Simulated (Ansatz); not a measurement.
# Ti5WC6: a closer look at a trial structure, part 2 of 2

The task, for Ti5WC6: see how the gap depends on the level of theory.

Ansatz 0.2.0; DFT PBE, scalar-relativistic, plane waves, PAW. The steps go on from the part before.

## (3) The same geometry with LDA

File input.yaml:

```yaml
crystal:
  lattice:
    - [3.0634162772, 0.0, 0.0]
    - [-1.5317081386, 2.6529963184, 0.0]
    - [0.0, 0.0, 15.0720932583]
  atoms:
    - { symbol: Ti, position: [0.6666666667, 0.3333333333, 0.6686575328] }
    - { symbol: Ti, position: [0.3333333333, 0.6666666667, 0.3313424672] }
    - { symbol: Ti, position: [0.6666666667, 0.3333333333, 0.1652458114] }
    - { symbol: Ti, position: [0.0, 0.0, 0.0] }
    - { symbol: Ti, position: [0.3333333333, 0.6666666667, 0.8347541886] }
    - { symbol: W, position: [0.0, 0.0, 0.5] }
    - { symbol: C, position: [0.3333333333, 0.6666666667, 0.5837054389] }
    - { symbol: C, position: [0.6666666667, 0.3333333333, 0.4162945611] }
    - { symbol: C, position: [0.0, 0.0, 0.2499305934] }
    - { symbol: C, position: [0.3333333333, 0.6666666667, 0.0832987516] }
    - { symbol: C, position: [0.6666666667, 0.3333333333, 0.9167012484] }
    - { symbol: C, position: [0.0, 0.0, 0.7500694066] }
basis:
  ecutwfc: 420
kpoints:
  mp_grid: { grid: [12, 12, 4] }
  band_path:
    path:
      - [[0.0, 0.0, 0.0], [0.5, 0.0, 0.0], [0.33333333, 0.33333333, 0.0], [0.0, 0.0, 0.0], [0.0, 0.0, 0.5], [0.5, 0.0, 0.5], [0.33333333, 0.33333333, 0.5], [0.0, 0.0, 0.5]]
      - [[0.5, 0.0, 0.5], [0.5, 0.0, 0.0]]
      - [[0.33333333, 0.33333333, 0.5], [0.33333333, 0.33333333, 0.0]]
    npoints: 10
hamiltonian:
  xc: lda
scf:
  occupations: { method: gaussian, width: 0.1 }
  n_extra_bands: 30
output:
  forces: true
  stress: true
  eigenvalues: true
  populations: true
  dos: { projected: true, de: 0.02, nscf_kmesh: { grid: [15, 15, 5] } }
  bader: false
  write_density: true
  write_potential: true
  elf: true
  volumetric_format: npy
```

Started as:

```sh
$ ansatz run input.yaml --threads 1 --pin off --max-ram 2560MiB --backend cpu --events-out ev --progress --plain --runs-dir out
```

Output:

```text
Warning: RAYON_NUM_THREADS=1 ignored (pool sized by the plan → 1); use --threads N
scf.n_extra_bands = 30 over 49 filled bands (N_el = 98.0): the run solves 79 bands
Engine: ansatz 0.2.0, x86_64-unknown-linux-gnu
Pseudopotentials: kind: paw
Pseudopotential: Ti, paw, valence charge 12, recommended cutoff 420 eV (normal), Ti.paw.azcp
Pseudopotential: W, paw, valence charge 14, recommended cutoff 420 eV (normal), W.paw.azcp
Pseudopotential: C, paw, valence charge 4, recommended cutoff 420 eV (normal), C.paw.azcp
Functional definition: SPW92
  exchange = slater_x
  correlation = pw_c
Crystal: 12 atoms, lattice volume = 122.494 Å³
Basis set: ecut = 420 eV, 2379 PW (Γ)
Bands: 79, of which v1, the nominal top of the filled ones, is band 49 counted from 1 (48 counted from 0)
Symmetry: 12 space group operations
Space group: P-3m1 (ITA 164), of the structure as read, at distance tolerance 5.0e-5 Å
k-points: 69 of 576
Non-local potential: Ti, projectors of the file, l = 0: 3, l = 1: 2, l = 2: 3, l = 3: 1
Non-local potential: W, projectors of the file, l = 0: 3, l = 1: 2, l = 2: 2, l = 3: 1
Non-local potential: C, projectors of the file, l = 0: 2, l = 1: 2, l = 2: 1
PAW form: soft (Blöchl's): semilocal exchange-correlation on the pseudo side does not see the compensation charge
PAW frozen core: Ti, regenerated for the run's functional, and the local potential with it (the file was generated under x = pbe(κ = 0.804, μ = 0.2195149727645171), c = pbe(β = 0.06672455060314922))
PAW frozen core: W, regenerated for the run's functional, and the local potential with it (the file was generated under x = pbe(κ = 0.804, μ = 0.2195149727645171), c = pbe(β = 0.06672455060314922))
PAW frozen core: C, regenerated for the run's functional, and the local potential with it (the file was generated under x = pbe(κ = 0.804, μ = 0.2195149727645171), c = pbe(β = 0.06672455060314922))
PAW one-centre angular grid: Ti, 590 points (default); XC on 64 Gauss nodes
PAW one-centre angular grid: W, 590 points (default); XC on 64 Gauss nodes
PAW one-centre angular grid: C, 110 points (default); XC on 64 Gauss nodes
Initial density: superposition of atomic densities (neutral atoms: chi_scale 0, normalization atom), corrected by the library's trained network
Initial wavefunctions: pseudopotential atomic-orbital guess
Functional: x = slater, c = lda
SCF iter   1: F=—  HF=-23848.896846 eV  |F-HF|=—  |Δ(HF+E_count)|=         —  Δρ=1.17e-2  dr2=2.33e0  ethr=1.77e-3  ⟨swp⟩=5.0  Hψ=20361  notcnv=0  defer=286
preconditioner: auto → Kerker (q_TF=auto, 2.629 Å⁻¹)  [metal: Δε(μ)=0.007 eV  Ē_g=8.908 eV  σ=0.100 eV  W_gap=0.04  n_scr=42 (ndim 8)  ℏωp=23.7 eV  f_vac=0.000  D(μ)=3.11/eV (n_scr^D=10)]
SCF iter   2: F=—  HF=-23848.851440 eV  |F-HF|=—  |Δ(HF+E_count)|=   4.54e-2  Δρ=7.50e-3  dr2=1.26e0  ethr=1.77e-3  ⟨swp⟩=1.0  Hψ=6279  notcnv=0  defer=306
SCF iter   3: F=—  HF=-23848.803625 eV  |F-HF|=—  |Δ(HF+E_count)|=   4.78e-2  Δρ=1.49e-3  dr2=5.72e-2  ethr=1.29e-3  ⟨swp⟩=2.0  Hψ=4336  notcnv=0  defer=421
SCF iter   4: F=—  HF=-23848.800875 eV  |F-HF|=—  |Δ(HF+E_count)|=   2.75e-3  Δρ=5.57e-4  dr2=8.94e-4  ethr=5.84e-5  ⟨swp⟩=1.2  Hψ=6267  notcnv=0  defer=945
SCF iter   5: F=—  HF=-23848.800746 eV  |F-HF|=—  |Δ(HF+E_count)|=   1.29e-4  Δρ=1.36e-4  dr2=1.15e-4  ethr=9.12e-7  ⟨swp⟩=2.0  Hψ=4497  notcnv=0  defer=945
SCF iter   6: F=—  HF=-23848.800736 eV  |F-HF|=—  |Δ(HF+E_count)|=   9.54e-6  Δρ=3.67e-5  dr2=6.24e-6  ethr=1.17e-7  ⟨swp⟩=2.2  Hψ=4845  notcnv=0  defer=945
SCF iter   7: F=—  HF=-23848.800742 eV  |F-HF|=—  |Δ(HF+E_count)|=   5.44e-6  Δρ=1.23e-5  dr2=9.05e-7  ethr=6.37e-9  ⟨swp⟩=2.4  Hψ=6383  notcnv=0  defer=945
SCF iter   8: F=-23848.800742 eV  HF=-23848.800742 eV  |F-HF|=6.32e-8  |Δ(HF+E_count)|=   1.31e-7  Δρ=3.25e-6  dr2=6.83e-8  ethr=1.02e-10  ⟨swp⟩=13.3  Hψ=35742  notcnv=0
SCF 1 converged in 8 iterations: F = -23848.800742 eV  dr2 = 6.83e-8
NSCF: frozen V_eff on 93 k-points
NSCF: frozen V_eff on 119 k-points
SCF converged after 8 iterations
Free energy (F): -23848.800742 eV
Harris-Foulkes:  -23848.800742 eV  (|F-HF|=6.32e-8)
Internal energy: -23848.788512 eV  (E = F + TS)
E sigma→0 (E₀):  -23848.794627 eV
Entropy (-TS):   -0.012229 eV (-1.019 meV/atom)
Fermi energy:    15.782042 eV
--- Per-component energies (eV) ---
  E_band       = -637.884162
  E_kinetic    = 2350.457762
  E_local      = -4613.381465  (includes V_loc(G=0)·N_el)
  E_nonlocal   = 216.804973
  E_hartree    = 1822.634608
  E_xc         = -1044.674565
  E_vxc        = -1216.212943  (∫ρ·V_xc dr)
  E_paw        = -13845.966268  (= ΣΔE_a)
  E_vpaw       = -1020.820172  (= ΣTr[D̂ρ^β])
  E_aug_tail   = 0.000620  (compensation charges beyond the density's cutoff)
  E_ewald      = -8736.954078
  E_core_change = 2.289900  (= ΣΔE_core)
  E_smearing   = -0.012229  (= −TS)
  E_closure    = 0.000000  (closes the sum)
  Σ components = -23848.800742   (vs F -23848.800742, Δ=0.00e0)
--- Forces (eV/Å), atoms counted from 1 ---
  atom   1  Ti    -0.00000000     0.00000000     0.00268576
  atom   2  Ti    -0.00000000    -0.00000000    -0.00268576
  atom   3  Ti     0.00000000    -0.00000000    -0.01138472
  atom   4  Ti     0.00000000     0.00000000     0.00000000
  atom   5  Ti     0.00000000     0.00000000     0.01138472
  atom   6  W      0.00000000     0.00000000     0.00000000
  atom   7  C      0.00000000     0.00000000    -0.09908840
  atom   8  C      0.00000000    -0.00000000     0.09908840
  atom   9  C     -0.00000000    -0.00000000     0.00844668
  atom  10  C      0.00000000    -0.00000000     0.00498769
  atom  11  C      0.00000000     0.00000000    -0.00498769
  atom  12  C      0.00000000     0.00000000    -0.00844668
  max |Σ_I F_I| component: 9.25e-18 eV/Å
--- Stress (GPa, compression-positive) ---
      -13.200435       0.000000       0.000000
        0.000000     -13.200435      -0.000000
        0.000000      -0.000000     -13.113271
  P = ⅓ Tr σ = -13.1714 GPa (-131.714 kbar)
--- Band table (eV; the first three rows and the last of 69) ---
  k-point 0: bands = ["-59.1863", "-40.7110", "-40.7108", "-40.3291", "-40.3196", "-40.2375", "-23.4340", "-23.2646", "-23.2646", "-17.4106", "-17.4058", "-17.0986", "-17.0986", "-17.0984", "-17.0984", "-17.0743", "-16.9196", "-16.7216", "-16.7216", "-16.7172", "-16.7172", "-16.7163", "-16.6421", "-16.6421", "1.7869", "3.7027", "3.7251", "5.0903", "5.2384", "6.6469", "8.7128", "10.7917", "10.8731", "10.8731", "11.1741", "12.9590", "12.9590", "13.0100", "13.0100", "13.5363", "13.8904", "14.2691", "14.2691", "14.4575", "14.4575", "15.0159", "15.0159", "15.8387", "16.4250", "16.4250", "16.4866", "16.5283", "16.5283", "16.8789", "16.8789", "17.0596", "17.0596", "17.4109", "17.4109", "17.5584", "17.6952", "17.6952", "17.7447", "18.3550", "18.3550", "18.5287", "18.6669", "19.5007", "19.7038", "19.7038", "19.9921", "19.9921", "22.4143", "22.4143", "22.7381", "22.7381", "23.1624", "23.8460", "23.8460"]
  k-point 1: bands = ["-59.1863", "-40.7110", "-40.7108", "-40.3291", "-40.3196", "-40.2375", "-23.4340", "-23.2646", "-23.2646", "-17.4135", "-17.4028", "-17.0986", "-17.0986", "-17.0984", "-17.0984", "-17.0748", "-16.9192", "-16.7216", "-16.7216", "-16.7172", "-16.7172", "-16.7164", "-16.6421", "-16.6421", "1.7876", "3.5435", "3.9797", "4.7196", "5.6165", "6.5058", "8.8214", "10.4238", "10.8732", "10.8732", "11.6388", "12.8378", "12.8378", "13.0156", "13.2187", "13.2187", "13.9223", "13.9223", "14.3719", "14.7432", "14.7432", "15.1343", "15.1343", "15.6067", "16.1417", "16.1417", "16.4343", "16.4343", "16.6299", "16.7976", "16.7976", "17.2620", "17.2620", "17.4245", "17.6068", "17.6068", "17.8106", "17.8106", "17.8940", "18.3301", "18.3301", "18.3414", "18.8580", "19.1061", "19.1061", "19.4321", "20.5811", "20.5811", "21.9659", "21.9659", "23.1047", "23.1047", "23.2624", "23.7599", "23.7599"]
  k-point 2: bands = ["-59.1863", "-40.7110", "-40.7108", "-40.3291", "-40.3196", "-40.2375", "-23.4340", "-23.2646", "-23.2646", "-17.4152", "-17.4009", "-17.0986", "-17.0986", "-17.0984", "-17.0984", "-17.0753", "-16.9188", "-16.7216", "-16.7216", "-16.7172", "-16.7172", "-16.7165", "-16.6421", "-16.6421", "1.7883", "3.4848", "4.3154", "4.3278", "5.9182", "6.2834", "8.9434", "10.1900", "10.8733", "10.8733", "12.1612", "12.4757", "12.7891", "12.7891", "13.4798", "13.4798", "13.5943", "13.5943", "14.7609", "14.8300", "14.8300", "15.3092", "15.5780", "15.5780", "15.5888", "15.5888", "16.3923", "16.3923", "16.7538", "16.9282", "16.9282", "17.0944", "17.0944", "17.3209", "17.8901", "17.8901", "18.0927", "18.1317", "18.1493", "18.1493", "18.3008", "18.3008", "18.5477", "18.5477", "19.0081", "19.3332", "21.1304", "21.1304", "21.4631", "21.4631", "23.3915", "23.4293", "23.4293", "23.5678", "23.5678"]
  k-point 68: bands = ["-59.1530", "-40.6523", "-40.6523", "-40.2628", "-40.2628", "-40.1894", "-23.6169", "-23.6169", "-23.3334", "-17.3743", "-17.3743", "-17.3727", "-17.3695", "-17.3039", "-17.3039", "-17.0248", "-17.0054", "-17.0054", "-16.9783", "-16.9328", "-16.9328", "-16.8044", "-16.8044", "-16.7484", "4.8245", "4.8245", "6.3931", "6.3933", "6.5122", "6.5122", "9.5939", "9.8600", "9.8600", "11.3206", "11.3206", "11.4804", "11.6841", "11.6901", "11.6901", "12.0787", "12.0787", "12.5161", "12.5505", "12.5505", "13.1523", "13.1848", "13.3795", "13.3795", "16.5410", "17.0948", "17.0948", "17.7875", "17.7875", "17.7894", "17.8710", "18.0821", "18.0821", "18.3728", "18.3728", "18.3762", "18.9411", "18.9411", "19.1187", "19.1954", "19.4345", "19.4345", "20.5104", "20.9377", "20.9832", "20.9832", "21.1757", "21.1757", "21.7084", "21.9187", "21.9851", "21.9851", "22.5341", "22.5341", "27.1362"]
--- Löwdin populations: 12 sites ---
  site symbol       q [e]
     0     Ti     11.1963
     1     Ti     11.1963
     2     Ti     11.1853
     3     Ti     11.1932
     4     Ti     11.1853
     5      W     13.1204
     6      C      4.7683
     7      C      4.7683
     8      C      4.7733
     9      C      4.7644
    10      C      4.7644
    11      C      4.7733
  spilling = 0.003176 (of n_electrons = 98.000000)
```

It took 3.3 min on 1 thread of Intel Xeon at 2.50GHz (Skylake/Cascade Lake), shared host; peak memory 0.98 GiB.

Per atom:

```
atom  Löwdin electrons
 Ti1             11.20
 Ti2             11.20
 Ti3             11.19
 Ti4             11.19
 Ti5             11.19
  W6             13.12
  C7              4.77
  C8              4.77
  C9              4.77
 C10              4.76
 C11              4.76
 C12              4.77
```

The Löwdin counts miss 0.31 of the 98 electrons, which the atomic orbitals do not span, so they are no charges.

bands.tsv at the labelled points (eV, zero at the Fermi level; the bands nearest the Fermi level):

```tsv
point	band 46	band 47	band 48	band 49	band 50	band 51	band 52	band 53
Γ	-0.77	-0.77	0.06	0.64	0.64	0.70	0.75	0.75
M	-1.79	-1.59	-0.84	-0.45	-0.14	0.31	1.47	1.76
K	-2.54	-2.40	-2.40	0.75	1.30	1.30	1.99	2.05
Γ	-0.77	-0.77	0.06	0.64	0.64	0.70	0.75	0.75
A	-0.47	-0.20	-0.20	-0.19	-0.19	0.61	0.61	0.97
L	-2.20	-1.08	-0.77	-0.71	-0.37	0.74	0.97	1.93
H	-2.60	-2.40	-2.40	0.76	1.31	1.31	2.00	2.00
A	-0.47	-0.20	-0.20	-0.19	-0.19	0.61	0.61	0.97
L	-2.20	-1.08	-0.77	-0.71	-0.37	0.74	0.97	1.93
M	-1.79	-1.59	-0.84	-0.45	-0.14	0.31	1.47	1.76
H	-2.60	-2.40	-2.40	0.76	1.31	1.31	2.00	2.00
K	-2.54	-2.40	-2.40	0.75	1.30	1.30	1.99	2.05
```

Counts of states by energy window (eV from the Fermi level), total and by projection:

| from | to | total | Ti 3d | W 5d | C 2p |
| --- | --- | --- | --- | --- | --- |
| -8 | -7 | 0.41 | 0.03 | 0.13 | 0.17 |
| -7 | -6 | 1.52 | 0.15 | 0.45 | 0.65 |
| -6 | -5 | 3.48 | 0.51 | 0.79 | 1.73 |
| -5 | -4 | 7.28 | 1.62 | 1.18 | 3.78 |
| -4 | -3 | 8.13 | 2.71 | 0.45 | 4.46 |
| -3 | -2 | 10.42 | 4.78 | 0.28 | 5.06 |
| -2 | -1 | 4.09 | 1.73 | 0.23 | 2.01 |
| -1 | 0 | 2.65 | 0.88 | 0.51 | 1.17 |
| 0 | 1 | 4.07 | 2.38 | 0.64 | 0.92 |
| 1 | 2 | 7.46 | 5.04 | 1.17 | 1.03 |
| 2 | 3 | 13.45 | 10.28 | 1.24 | 1.52 |
| 3 | 4 | 12.01 | 8.30 | 0.51 | 2.72 |
| 4 | 5 | 4.67 | 2.48 | 0.21 | 1.40 |
| 5 | 6 | 5.98 | 2.98 | 0.25 | 1.52 |

A further 60 or so states lie below the table's range.

Density in a lattice plane of the grid's cell (edges 3.06 and 15.07 Å, at 0.000 of the third edge), which holds Ti and W and C.

Values in e/Å³, 12 rows by 6 columns:
```
 0.18  0.23  0.40  0.56  0.40  0.23
 0.24  0.23  0.33  0.59  0.33  0.23
 1.69  1.35  0.42  0.20  0.42  1.35
 0.24  0.23  0.34  0.61  0.34  0.23
 0.28  0.30  0.43  0.55  0.43  0.30
 3.54  4.48  0.65  0.29  0.65  4.48
 0.28  0.30  0.43  0.55  0.43  0.30
 0.24  0.23  0.34  0.61  0.34  0.23
 1.69  1.35  0.42  0.20  0.42  1.35
 0.24  0.23  0.33  0.59  0.33  0.23
 0.18  0.23  0.40  0.56  0.40  0.23
10.11  5.12  0.36  0.20  0.36  5.12
```
Columns run along the first of these edges and rows up along the second, over one cell in 6 and 12 even steps from the bottom left corner. Atoms in the plane (fractional): Ti at (0.00, 0.00), W at (0.00, 0.50), C at (0.00, 0.25), C at (0.00, 0.75).

ELF in the same plane.

Ten even steps from ' ' (0.00) to '@' (0.79):
```
++::==%%==::
..--##%%##--
--....::....
@@%%::..::%%
  %%%%::%%%%
@@%%::..::%%
::....::....
::--**##**--
##====##====
  %%::==::%%
##====##====
::--**##**--
::....::....
@@%%::..::%%
  %%%%::%%%%
@@%%::..::%%
--....::....
..--##%%##--
++::==%%==::
  ##..::..##
```
Columns run along the first of these edges and rows up along the second, over one cell in 6 and 20 even steps from the bottom left corner. Atoms in the plane (fractional): Ti at (0.00, 0.00), W at (0.00, 0.50), C at (0.00, 0.25), C at (0.00, 0.75).

Both are smooth fields of the valence electrons: close to the nuclei they are not physical.

Maxima of ELF outside the ion cores: 0.83 beside C, off the lines to its neighbours, 0.7 Å from C; 0.80 in the shell around C, 0.8 Å from C.

## (4) Comparison of the levels of theory

| level | gap (eV) | pressure (GPa) | CPU time | against the first |
| --- | --- | --- | --- | --- |
| PBE | 0.00 | 0.0 | 3.5 min | × 1 |
| r2SCAN | 0.00 | -1.5 | 5.2 min | × 1.5 |
| LDA | 0.00 | -13.2 | 3.3 min | × 0.94 |

All at the geometry relaxed with the first.

## (5) Results

What follows sums up all 2 parts.

| quantity | value |
| --- | --- |
| gap (r2SCAN) | none (metal) |
| states at the Fermi level (r2SCAN) | 2.06 per eV per cell |
| gap (LDA) | none (metal) |
| states at the Fermi level (LDA) | 2.41 per eV per cell |

All levels find a metal. At this fixed cell LDA gives -13.2 GPa, so it would relax to a smaller volume. These runs have no spin-orbit coupling; with W it would split and shift bands.
